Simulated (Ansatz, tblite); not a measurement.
# C₁₆H₁₇AgN₂S: a ladder of methods and basis sets

The task here is to estimate one member of a computed series from the others.

Method: as each input shows; program: Ansatz 0.2.0, Gaussian basis.

Plan: GFN1-xTB, GFN2-xTB, PBE-D4/def2-TZVP, r2SCAN-D4/def2-TZVP, r2SCAN0-D4/def2-TZVP, ωB97M-V/def2-TZVP, r2SCANh-D4/def2-TZVP, PBE-D4/def2-SVP, PBE0-D4/def2-SVP, MP2/def2-SVP, RPA/def2-SVP.

1 further run of the same task is left out (set aside as unsound or not needed).

## The relaxed structure

The singlet was relaxed beforehand with r2SCAN-D4/def2-SVP.

37 atoms, charge 0, spin multiplicity 1.

Bond lengths: Ag1–S2 2.326 Å, S2–C3 1.831 Å, C3–C4 1.523 Å, C3–H21 1.105 Å, C3–H22 1.103 Å, C4–C5 1.527 Å, C4–H23 1.104 Å, C4–H24 1.111 Å, C5–C6 1.538 Å, C5–H25 1.105 Å, C5–H26 1.106 Å, C6–C7 1.506 Å, C6–H27 1.104 Å, C6–H28 1.104 Å, C7–C8 1.403 Å, C7–C20 1.411 Å, C8–C9 1.394 Å, C8–H29 1.095 Å and more. Angles: Ag1–S2–C3 102.1°, S2–C3–C4 115.3°, S2–C3–H21 104.1°, S2–C3–H22 110.0°, C4–C3–H21 109.6°, C4–C3–H22 110.6°, H21–C3–H22 106.7°, C3–C4–C5 113.1°, C3–C4–H23 109.2°, C3–C4–H24 108.4°, C5–C4–H23 110.4°, C5–C4–H24 109.5°, H23–C4–H24 105.9°, C4–C5–C6 113.5°, C4–C5–H25 109.7°, C4–C5–H26 109.4°, C6–C5–H25 108.6°, C6–C5–H26 109.3° and more.

Ag takes a core potential in the def2 sets. No spin-orbit coupling is included.

PBE0-D4/def2-TZVP was run before; its log isn't repeated, and its numbers join the tables.

Set-up of the first run:

Tight binding, by tblite at 300 K electronic temperature and without a spin-polarisation term:

```python
tblite.interface.Calculator('GFN1-xTB', numbers, positions, charge=0, uhf=0).singlepoint()
```

Tight binding, by tblite at 300 K electronic temperature and without a spin-polarisation term:

```python
tblite.interface.Calculator('GFN2-xTB', numbers, positions, charge=0, uhf=0).singlepoint()
```

start.molden holds the orbitals of an earlier run on this state, given as this run's starting guess.

The input, in.yaml:

```yaml
crystal:
  periodic: [false, false, false]
  atoms:
    - {symbol: Ag, position_ang: [5.619830, 2.678139, 2.107938]}
    - {symbol: S, position_ang: [5.484522, 2.787302, -0.211568]}
    - {symbol: C, position_ang: [5.340637, 1.020999, -0.672345]}
    - {symbol: C, position_ang: [4.295985, 0.229074, 0.102869]}
    - {symbol: C, position_ang: [4.134960, -1.202659, -0.401893]}
    - {symbol: C, position_ang: [3.169807, -2.046894, 0.447492]}
    - {symbol: C, position_ang: [1.763287, -1.508762, 0.464518]}
    - {symbol: C, position_ang: [1.266016, -0.794721, 1.565700]}
    - {symbol: C, position_ang: [-0.026606, -0.272789, 1.554246]}
    - {symbol: C, position_ang: [-0.853748, -0.453007, 0.434159]}
    - {symbol: N, position_ang: [-2.141359, 0.105230, 0.524987]}
    - {symbol: N, position_ang: [-2.873823, -0.077384, -0.484005]}
    - {symbol: C, position_ang: [-4.164498, 0.479443, -0.391411]}
    - {symbol: C, position_ang: [-4.986636, 0.296073, -1.516095]}
    - {symbol: C, position_ang: [-6.285001, 0.806694, -1.527534]}
    - {symbol: C, position_ang: [-6.767886, 1.504340, -0.415993]}
    - {symbol: C, position_ang: [-5.948403, 1.688566, 0.708509]}
    - {symbol: C, position_ang: [-4.652553, 1.182476, 0.728308]}
    - {symbol: C, position_ang: [-0.366137, -1.166342, -0.680027]}
    - {symbol: C, position_ang: [0.923388, -1.680490, -0.655743]}
    - {symbol: H, position_ang: [5.069476, 1.042979, -1.743744]}
    - {symbol: H, position_ang: [6.327142, 0.531443, -0.605082]}
    - {symbol: H, position_ang: [3.330793, 0.762959, 0.062167]}
    - {symbol: H, position_ang: [4.590550, 0.213994, 1.174063]}
    - {symbol: H, position_ang: [5.119300, -1.704951, -0.419379]}
    - {symbol: H, position_ang: [3.779562, -1.185232, -1.448753]}
    - {symbol: H, position_ang: [3.160423, -3.078286, 0.054342]}
    - {symbol: H, position_ang: [3.553711, -2.104420, 1.480763]}
    - {symbol: H, position_ang: [1.904496, -0.650038, 2.443317]}
    - {symbol: H, position_ang: [-0.429977, 0.283040, 2.404881]}
    - {symbol: H, position_ang: [-4.575175, -0.255686, -2.365489]}
    - {symbol: H, position_ang: [-6.922713, 0.660983, -2.404070]}
    - {symbol: H, position_ang: [-7.785496, 1.905742, -0.420905]}
    - {symbol: H, position_ang: [-6.332775, 2.233685, 1.576137]}
    - {symbol: H, position_ang: [-3.994865, 1.310840, 1.590363]}
    - {symbol: H, position_ang: [-1.024622, -1.302899, -1.540259]}
    - {symbol: H, position_ang: [1.298387, -2.239469, -1.520498]}
basis:
  gaussian: {orbitals: def2-TZVP, fitting: {mean_field: def2-universal-jkfit}, initial_orbitals: start.molden}
hamiltonian: {xc: pbe, dispersion: d4}
scf: {omitted_lower_state_checks: [starts]}
output: {orbitals: {seedname: orbitals}}
```

The run is started by

```
$ ansatz run in.yaml --threads 2 --pin off --events-out ev --progress --plain --max-ram 32768MiB --backend cuda --devices 0, --max-vram 18GiB
```

Among the steps run: PBE-D4/def2-TZVP; r2SCAN-D4/def2-TZVP; r2SCAN0-D4/def2-TZVP; ωB97M-V/def2-TZVP; r2SCANh-D4/def2-TZVP; PBE-D4/def2-SVP; PBE0-D4/def2-SVP; MP2/def2-SVP; RPA/def2-SVP.

One of the session's tables, all rows but one given; the rest of the session is left out.

It belongs to the step «Binding energy». 

```
               level  binding an atom (eV)
         HF/def2-SVP                 3.438
     PBE-D4/def2-SVP                 4.936
    PBE-D4/def2-TZVP                 4.869
 r2SCAN-D4/def2-TZVP                 4.711
r2SCANh-D4/def2-TZVP                 4.677
    PBE0-D4/def2-SVP                 4.827
   PBE0-D4/def2-TZVP                     ?
r2SCAN0-D4/def2-TZVP                 4.628
   ωB97M-V/def2-TZVP                 4.690
        MP2/def2-SVP                 4.593
```

Q: Estimate the row for PBE0-D4/def2-TZVP from the others.

As computed: binding an atom (eV): 4.759. In the column «binding an atom (eV)» it lies between r2SCAN-D4/def2-TZVP (4.711) and PBE0-D4/def2-SVP (4.827).

Limits of these values: Free atoms were run apart at each level; binding is atoms less cluster, divided by the number of atoms, without zero-point or spin-orbit terms.
